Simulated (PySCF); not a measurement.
# C7H7FSe: the cost of one run

Computed with PySCF 2.14.0 and routines of our own; the level stands in each step. Atoms count from 0.

## (1) The system as given

16 atoms, charge 0, multiplicity 1; geometry from: GFN2-xTB.

## (2) Optimising the geometry at PBE0-D3(BJ)/def2-SVP

The job: settings as JSON, then the geometry in Å.

```
{"job": {"xc": "PBE0", "basis": "def2-SVP", "d3": "d3bj", "grid": 1, "maxiter": 30, "shake": 0.01, "kind": "geom"}, "charge": 0, "multiplicity": 1}
C      3.081350    -0.318590     0.289290
Se     1.959620     1.316840     0.231340
C      0.175160     0.589540     0.190390
C     -0.036370    -0.767670     0.228330
C     -1.380280    -1.227180     0.196250
C     -2.409300    -0.293910     0.145230
F     -3.671020    -0.742870     0.124170
C     -2.147510     1.069570     0.107140
C     -0.857560     1.509840     0.159220
H      4.092630     0.038640     0.306590
H      2.867590    -0.894090    -0.595320
H      2.853600    -0.854090     1.198050
H      0.704050    -1.479570     0.269000
H     -1.621130    -2.272090     0.239800
H     -2.992670     1.746160     0.065000
H     -0.637210     2.577100     0.123740
```

The run is started by

```
OMP_NUM_THREADS=1 python heavy_run.py task.json out
```

One launch serves the whole session: the jobs run in the order shown.

Q: Estimate the wall time and peak memory of this first job on 1 thread of Arm Neoverse V2, shared host.

About 1.8 min, with a peak of 0.78 GiB.
